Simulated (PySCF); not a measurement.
**C3H3FSZn (SMILES F[CH2][Zn][C]#CS): levels of theory compared**

Aim: a comparison of 6 runs (HF/STO-3G, HF/3-21G, B3LYP/6-31G, PBE/6-31G, PBE0/6-31G*, PBE0/def2-SVP) of C3H3FSZn. The job is set up through a Python script.

The calculation is run with PySCF 2.14.0.

## (1) Starting point

C3H3FSZn has 9 atoms, charge 0, and is taken as a singlet. SMILES: `F[CH2][Zn][C]#CS`. Geometry: a GFN2-xTB relaxation, a rough one for these elements and not checked as a minimum.

Bond lengths: F1–C2 1.409 Å, C2–Zn3 2.007 Å, Zn3–C4 1.936 Å, C4–C5 1.209 Å, C5–S6 1.699 Å, C2–H7 1.089 Å, C2–H8 1.090 Å, S6–H9 1.336 Å. Angles: F1–C2–Zn3 92.2°, C2–Zn3–C4 150.2°, Zn3–C4–C5 178.0°, C4–C5–S6 178.4°, F1–C2–H7 105.5°, F1–C2–H8 105.4°, Zn3–C2–H7 120.7°, Zn3–C2–H8 120.0°, C5–S6–H9 94.6°, H7–C2–H8 109.0°.

## (2) Energy and gradient at HF/STO-3G (run 1)

mol.xyz reads:

```xyz
9
C3H3FSZn
F      0.203010    -2.305910     0.712310
C      1.251260    -2.226590    -0.226240
Zn     0.896680    -0.281310    -0.571090
C     -0.153590     1.315540    -0.261950
C     -0.842030     2.287700    -0.057840
S     -1.776970     3.680830     0.207830
H      2.146200    -2.541640     0.308750
H      1.014010    -2.967540    -0.989480
H     -2.738580     3.038930     0.877700
```

run.py reads:

```python
# F[CH2][Zn][C]#CS
import pyscf.grad
from pyscf import gto, scf

molecule = gto.M(
    atom='mol.xyz',
    max_memory=1860,
    basis='sto-3g',
    charge=0,
    verbose=3,
)

mf = scf.RHF(molecule)
mf.conv_tol = 1e-10
mf.kernel()
if not mf.converged:
    mf = mf.newton().run(mf.mo_coeff, mf.mo_occ)

e_final = mf.e_tot
print('E(%s) = %.9f' % ('HF', e_final))
grad = mf.Gradients().kernel()
mf.analyze()
```

On the command line:

```
OMP_NUM_THREADS=1 python run.py
```

What it wrote:

```text
converged SCF energy = -2362.31113767824
E(HF) = -2362.311137678
--------------- RHF gradients ---------------
         x                y                z
0 F     0.0202148820     0.0101113891    -0.0214419351
1 C     0.0427335978    -0.0438137555    -0.0166880569
2 Zn    -0.0328089878    -0.0278713059     0.0317641588
3 C     0.0287150127     0.0222162281    -0.0259928925
4 C    -0.0452342121     0.0552031383     0.0153497513
5 S     0.0059582382    -0.0073679864    -0.0014302037
6 H    -0.0115683082    -0.0042055540     0.0081310943
7 H    -0.0087413828    -0.0018260963     0.0105110319
8 H     0.0007311602    -0.0024460573    -0.0002029481
----------------------------------------------
**** MO energy ****
MO #1   energy= -350.030700060834  occ= 2
MO #2   energy= -90.8057055470394  occ= 2
MO #3   energy= -43.7757173314996  occ= 2
MO #4   energy= -39.150125095798   occ= 2
MO #5   energy= -39.1136216468862  occ= 2
MO #6   energy= -39.1123249478965  occ= 2
MO #7   energy= -25.8722923879245  occ= 2
MO #8   energy= -10.999641401103   occ= 2
MO #9   energy= -10.9623641348177  occ= 2
MO #10  energy= -10.892828202872   occ= 2
MO #11  energy= -8.7002848915728   occ= 2
MO #12  energy= -6.33293649435997  occ= 2
MO #13  energy= -6.330579769966    occ= 2
MO #14  energy= -6.32748581904883  occ= 2
MO #15  energy= -5.66879337141622  occ= 2
MO #16  energy= -3.919208250515    occ= 2
MO #17  energy= -3.89342136883516  occ= 2
MO #18  energy= -3.89038233103011  occ= 2
MO #19  energy= -1.45723854460684  occ= 2
MO #20  energy= -0.982210508463262 occ= 2
MO #21  energy= -0.867382565161182 occ= 2
MO #22  energy= -0.834607346827552 occ= 2
MO #23  energy= -0.607387946591167 occ= 2
MO #24  energy= -0.605003487943044 occ= 2
MO #25  energy= -0.594434559020933 occ= 2
MO #26  energy= -0.567694711411049 occ= 2
MO #27  energy= -0.553645286644289 occ= 2
MO #28  energy= -0.515625341966715 occ= 2
MO #29  energy= -0.515319712081446 occ= 2
MO #30  energy= -0.498414257169741 occ= 2
MO #31  energy= -0.475786234053081 occ= 2
MO #32  energy= -0.433558446614526 occ= 2
MO #33  energy= -0.394950069903306 occ= 2
MO #34  energy= -0.383552323763649 occ= 2
MO #35  energy= -0.348018073879132 occ= 2
MO #36  energy= -0.3062059283572   occ= 2
MO #37  energy= -0.247064488921397 occ= 2
MO #38  energy= -0.163270735544611 occ= 2
MO #39  energy= 0.178758622045168  occ= 0
MO #40  energy= 0.224595563019696  occ= 0
MO #41  energy= 0.404684254275883  occ= 0
MO #42  energy= 0.421878706919282  occ= 0
MO #43  energy= 0.464018788384085  occ= 0
MO #44  energy= 0.496021190720598  occ= 0
MO #45  energy= 0.525513291537772  occ= 0
MO #46  energy= 0.617078963219623  occ= 0
MO #47  energy= 0.671628139818312  occ= 0
MO #48  energy= 0.740785615251564  occ= 0
MO #49  energy= 0.764296138767921  occ= 0
MO #50  energy= 1.3775142649157    occ= 0
 ** Mulliken atomic charges  **
charge of    0F =     -0.18466
charge of    1C =     -0.48145
charge of    2Zn =      1.29796
charge of    3C =     -0.68120
charge of    4C =     -0.16573
charge of    5S =      0.21661
charge of    6H =      0.01495
charge of    7H =      0.01308
charge of    8H =     -0.02956
Dipole moment(X, Y, Z, Debye): -0.99835, -0.22934,  0.54806
```

Run time: 9.3 s. Hardware: 1 thread of Intel Xeon at 2.50GHz (Skylake/Cascade Lake), shared host; peak memory 0.12 GiB.

## (3) Energy and forces at HF/3-21G (run 2)

input.py reads:

```python
from pyscf import gto

molecule = gto.Mole()
molecule.atom = '''
F      0.203010    -2.305910     0.712310
C      1.251260    -2.226590    -0.226240
Zn     0.896680    -0.281310    -0.571090
C     -0.153590     1.315540    -0.261950
C     -0.842030     2.287700    -0.057840
S     -1.776970     3.680830     0.207830
H      2.146200    -2.541640     0.308750
H      1.014010    -2.967540    -0.989480
H     -2.738580     3.038930     0.877700
'''
molecule.charge = 0
molecule.basis = '3-21g'
molecule.max_memory = 1860
molecule.verbose = 3
molecule.build()

mf = molecule.RHF()
mf.conv_tol = 1e-10
mf.kernel()
if not mf.converged:
    mf = mf.newton().run(mf.mo_coeff, mf.mo_occ)

etot = mf.e_tot
print('Final energy', etot)
grad = mf.nuc_grad_method().kernel()
dip = mf.dip_moment()
pop, q = mf.mulliken_pop()
```

On the command line:

```
OMP_NUM_THREADS=1 python input.py
```

What it wrote:

```text
converged SCF energy = -2378.09506711852
Final energy -2378.0950671185224
--------------- RHF gradients ---------------
         x                y                z
0 F     0.0269935780    -0.0042676633    -0.0221155710
1 C    -0.0189222035     0.0001804197     0.0167432740
2 Zn     0.0079089832     0.0003260679    -0.0063478403
3 C     0.0045413016    -0.0037627580    -0.0012515384
4 C    -0.0361994616     0.0415186088     0.0124618022
5 S     0.0113949716    -0.0218793421    -0.0022538165
6 H     0.0008607316    -0.0036343776     0.0087995626
7 H    -0.0071778853    -0.0067907183    -0.0002536068
8 H     0.0105999843    -0.0016902371    -0.0057822657
----------------------------------------------
Dipole moment(X, Y, Z, Debye):  1.85336, -0.79607, -1.59002
 ** Mulliken pop  **
pop of  0 F 1s            1.98494
pop of  0 F 2s            0.44251
pop of  0 F 3s            1.54718
pop of  0 F 2px           0.76496
pop of  0 F 2py           0.89997
pop of  0 F 2pz           0.79315
pop of  0 F 3px           0.95538
pop of  0 F 3py           1.04785
pop of  0 F 3pz           0.97571
pop of  1 C 1s            1.98752
pop of  1 C 2s            0.36308
pop of  1 C 3s            1.07059
pop of  1 C 2px           0.43957
pop of  1 C 2py           0.58174
pop of  1 C 2pz           0.46375
pop of  1 C 3px           0.35096
pop of  1 C 3py           0.72905
pop of  1 C 3pz           0.41055
pop of  2 Zn 1s           1.99987
pop of  2 Zn 2s           1.99897
pop of  2 Zn 3s           1.99544
pop of  2 Zn 4s           0.62862
pop of  2 Zn 5s           0.06425
pop of  2 Zn 2px          1.99918
pop of  2 Zn 2py          1.99915
pop of  2 Zn 2pz          1.99920
pop of  2 Zn 3px          1.98907
pop of  2 Zn 3py          1.99146
pop of  2 Zn 3pz          1.98856
pop of  2 Zn 4px          0.12598
pop of  2 Zn 4py          0.27359
pop of  2 Zn 4pz          0.05815
pop of  2 Zn 5px          0.01871
pop of  2 Zn 5py          0.01631
pop of  2 Zn 5pz          0.03007
pop of  2 Zn 3dxy         0.98932
pop of  2 Zn 3dyz         1.01757
pop of  2 Zn 3dz^2        1.01340
pop of  2 Zn 3dxz         1.03006
pop of  2 Zn 3dx2-y2      0.99871
pop of  2 Zn 4dxy         0.94045
pop of  2 Zn 4dyz         0.95632
pop of  2 Zn 4dz^2        0.95473
pop of  2 Zn 4dxz         0.96349
pop of  2 Zn 4dx2-y2      0.94645
pop of  3 C 1s            1.98797
pop of  3 C 2s            0.40351
pop of  3 C 3s            0.75855
pop of  3 C 2px           0.47915
pop of  3 C 2py           0.55905
pop of  3 C 2pz           0.43359
pop of  3 C 3px           0.60908
pop of  3 C 3py           0.68552
pop of  3 C 3pz           0.56959
pop of  4 C 1s            1.98744
pop of  4 C 2s            0.41487
pop of  4 C 3s            0.67305
pop of  4 C 2px           0.52250
pop of  4 C 2py           0.57252
pop of  4 C 2pz           0.45335
pop of  4 C 3px           0.67507
pop of  4 C 3py           0.74749
pop of  4 C 3pz           0.58759
pop of  5 S 1s            1.99864
pop of  5 S 2s            1.96268
pop of  5 S 3s            1.01780
pop of  5 S 4s            0.80558
pop of  5 S 2px           1.95996
pop of  5 S 2py           1.96004
pop of  5 S 2pz           1.96710
pop of  5 S 3px           0.73440
pop of  5 S 3py           0.76267
pop of  5 S 3pz           0.92627
pop of  5 S 4px           0.36575
pop of  5 S 4py           0.33786
pop of  5 S 4pz           0.78657
pop of  6 H 1s            0.48207
pop of  6 H 2s            0.32091
pop of  7 H 1s            0.48175
pop of  7 H 2s            0.32155
pop of  8 H 1s            0.44110
pop of  8 H 2s            0.45191
 ** Mulliken atomic charges  **
charge of    0F =     -0.41164
charge of    1C =     -0.39681
charge of    2Zn =      1.01293
charge of    3C =     -0.48600
charge of    4C =     -0.63388
charge of    5S =      0.41469
charge of    6H =      0.19703
charge of    7H =      0.19669
charge of    8H =      0.10699
```

Wall time 9.3 s (1 thread of Intel Xeon at 2.50GHz (Skylake/Cascade Lake), shared host); peak memory 0.16 GiB.

## (4) Energy and gradient at B3LYP/6-31G (run 3)

start.xyz reads:

```xyz
9
C3H3FSZn
F      0.203010    -2.305910     0.712310
C      1.251260    -2.226590    -0.226240
Zn     0.896680    -0.281310    -0.571090
C     -0.153590     1.315540    -0.261950
C     -0.842030     2.287700    -0.057840
S     -1.776970     3.680830     0.207830
H      2.146200    -2.541640     0.308750
H      1.014010    -2.967540    -0.989480
H     -2.738580     3.038930     0.877700
```

input.py reads:

```python
from pyscf import gto, dft

mol = gto.M(
    atom='start.xyz',
    max_memory=1860,
    verbose=4,
    basis='6-31g',
)

mf = dft.RKS(mol, xc='b3lyp')
mf.conv_tol = 1e-10
mf.grids.level = 5
mf.kernel()
if not mf.converged:
    mf = mf.newton().run(mf.mo_coeff, mf.mo_occ)

energy = mf.e_tot
print('E(%s) = %.9f' % ('B3LYP', energy))
grad = mf.nuc_grad_method().kernel()
mf.analyze()
```

On the command line:

```
OMP_NUM_THREADS=1 python input.py
```

What it wrote:

```text
PySCF version 2.14.0

[... 81 lines left out ...]
converged SCF energy = -2393.08477348398
[... 23 lines left out ...]
MO #2   energy= -88.9007263251699  occ= 2
[... 7 lines left out ...]
MO #10  energy= -10.168537554079   occ= 2
[... 7 lines left out ...]
MO #18  energy= -3.22129069085173  occ= 2
[... 7 lines left out ...]
MO #26  energy= -0.491590633725963 occ= 2
[... 7 lines left out ...]
MO #34  energy= -0.336826919829437 occ= 2
[... 7 lines left out ...]
MO #42  energy= 0.0329624284849079 occ= 0
[... 7 lines left out ...]
MO #50  energy= 0.204286062376588  occ= 0
[... 7 lines left out ...]
MO #58  energy= 0.559595964984061  occ= 0
[... 7 lines left out ...]
MO #66  energy= 0.811565898014518  occ= 0
[... 7 lines left out ...]
MO #74  energy= 1.33613547489729   occ= 0
[... 7 lines left out ...]
MO #82  energy= 2.48789671083535   occ= 0
[... 55 lines left out ...]
pop of  3 C 3pz           0.00413
pop of  4 C 1s            1.99988
pop of  4 C 2s            0.98592
pop of  4 C 3s            0.00911
pop of  4 C 2px           1.06553
pop of  4 C 2py           1.05678
pop of  4 C 2pz           1.03032
pop of  4 C 3px           0.00431
pop of  4 C 3py           0.00794
pop of  4 C 3pz           0.00101
pop of  5 S 1s            2.00000
pop of  5 S 2s            1.99984
pop of  5 S 3s            1.69817
pop of  5 S 4s            0.00900
pop of  5 S 2px           1.99987
pop of  5 S 2py           1.99987
pop of  5 S 2pz           1.99993
pop of  5 S 3px           1.20948
pop of  5 S 3py           1.30705
pop of  5 S 3pz           1.68322
pop of  5 S 4px           0.01849
pop of  5 S 4py           0.00984
pop of  5 S 4pz           0.00636
pop of  6 H 1s            0.87430
pop of  6 H 2s            0.00885
pop of  7 H 1s            0.87471
pop of  7 H 2s            0.00879
pop of  8 H 1s            0.87891
pop of  8 H 2s            0.00904
 ** Mulliken atomic charges  **
charge of    0F =     -0.32490
charge of    1C =     -0.37809
charge of    2Zn =      1.06593
charge of    3C =     -0.60642
charge of    4C =     -0.16080
charge of    5S =      0.05888
charge of    6H =      0.11684
charge of    7H =      0.11650
charge of    8H =      0.11205
Dipole moment(X, Y, Z, Debye):  1.16265, -0.94652, -0.98310
```

Wall time 83 s (1 thread of Intel Xeon at 2.50GHz (Skylake/Cascade Lake), shared host); peak memory 0.81 GiB.

Runs 4 to 5 aren't shown in full; the table further down has their settings and results.

## (5) Energy and forces at PBE0/def2-SVP (run 6)

job.py reads:

```python
from pyscf import gto, dft

molecule = gto.Mole()
molecule.atom = [
    ('F', (0.203010, -2.305910, 0.712310)),
    ('C', (1.251260, -2.226590, -0.226240)),
    ('Zn', (0.896680, -0.281310, -0.571090)),
    ('C', (-0.153590, 1.315540, -0.261950)),
    ('C', (-0.842030, 2.287700, -0.057840)),
    ('S', (-1.776970, 3.680830, 0.207830)),
    ('H', (2.146200, -2.541640, 0.308750)),
    ('H', (1.014010, -2.967540, -0.989480)),
    ('H', (-2.738580, 3.038930, 0.877700)),
]
molecule.charge = 0
molecule.max_memory = 1860
molecule.verbose = 4
molecule.basis = 'def2-svp'
molecule.build()

myscf = dft.RKS(molecule)
myscf.xc = 'pbe0'
myscf.conv_tol = 1e-10
myscf.grids.level = 5
myscf.kernel()
if not myscf.converged:
    myscf = myscf.newton().run(myscf.mo_coeff, myscf.mo_occ)

e_tot = myscf.e_tot
print(f'total energy: {e_tot:.8f} hartree')
grad = myscf.nuc_grad_method().kernel()
dip = myscf.dip_moment()
pop, q = myscf.mulliken_pop()
```

On the command line:

```
OMP_NUM_THREADS=1 python job.py
```

What it wrote:

```text
PySCF version 2.14.0

[... 78 lines left out ...]
converged SCF energy = -2392.28249049655
total energy: -2392.28249050 hartree
[... 12 lines left out ...]
Dipole moment(X, Y, Z, Debye):  1.21383, -0.63787, -1.07060
[... 91 lines left out ...]
pop of  5 S 4s            0.59438
pop of  5 S 2px           1.97424
pop of  5 S 2py           1.97493
pop of  5 S 2pz           1.97806
pop of  5 S 3px           0.55699
pop of  5 S 3py           0.58419
pop of  5 S 3pz           0.68796
pop of  5 S 4px           0.64594
pop of  5 S 4py           0.65144
pop of  5 S 4pz           0.99149
pop of  5 S 3dxy          0.03185
pop of  5 S 3dyz          0.01506
pop of  5 S 3dz^2         0.00813
pop of  5 S 3dxz          0.01286
pop of  5 S 3dx2-y2       0.01990
pop of  6 H 1s            0.74593
pop of  6 H 2s            0.17566
pop of  6 H 2px           0.01080
pop of  6 H 2py           0.00726
pop of  6 H 2pz           0.00620
pop of  7 H 1s            0.74565
pop of  7 H 2s            0.17563
pop of  7 H 2px           0.00418
pop of  7 H 2py           0.01029
pop of  7 H 2pz           0.00976
pop of  8 H 1s            0.71328
pop of  8 H 2s            0.14745
pop of  8 H 2px           0.01272
pop of  8 H 2py           0.00806
pop of  8 H 2pz           0.01126
 ** Mulliken atomic charges  **
charge of    0F =     -0.31918
charge of    1C =     -0.00258
charge of    2Zn =      0.57511
charge of    3C =     -0.28901
charge of    4C =     -0.22485
charge of    5S =      0.04465
charge of    6H =      0.05414
charge of    7H =      0.05448
charge of    8H =      0.10723
```

It took 99 s on 1 thread of Intel Xeon at 2.50GHz (Skylake/Cascade Lake), shared host; peak memory 1.2 GiB.

## (6) The series

```
run                              level  integration grid   energy (Eh)  dipole moment (D)  HOMO energy (eV)  LUMO energy (eV)  wall time
  1                          HF/STO-3G                 –  -2362.311138               1.16             -4.44              4.86      9.3 s
  2                           HF/3-21G                 –  -2378.095067               2.57             -9.16              1.15      9.3 s
  3                        B3LYP/6-31G                 5  -2393.084773               1.79             -6.34             -1.34       83 s
  4                          PBE/6-31G                 5  -2392.332636               1.53             -5.45             -1.77       85 s
  5  PBE0/6-31G* (spherical functions)                 5  -2392.475309               1.63             -6.49             -1.05    2.1 min
  6                      PBE0/def2-SVP                 5  -2392.282490               1.74             -6.52             -0.76       99 s
```

## (7) Results

| quantity | value |
| --- | --- |
| run 6: total energy | -2392.28249 Eh |
| run 6: dipole moment | 1.74 D |
| run 6: HOMO energy | -6.52 eV |
| run 6: LUMO energy | -0.76 eV |
| run 6: HOMO–LUMO gap | 5.76 eV |
| run 6: largest force on an atom | 2.621 eV/Å |

In words: The dipole moment (its size) runs from 1.16 D (HF/STO-3G) to 2.57 D (HF/3-21G). The two dipoles point in opposite directions. The HOMO–LUMO gap runs from 3.68 eV (PBE/6-31G) to 10.31 eV (HF/3-21G). The two ends differ in method and basis. Totals of different functionals can't be ranked against each other. In run 1 the basis is minimal, so the values are rough. All runs together took 6.8 min, the longest 2.1 min.
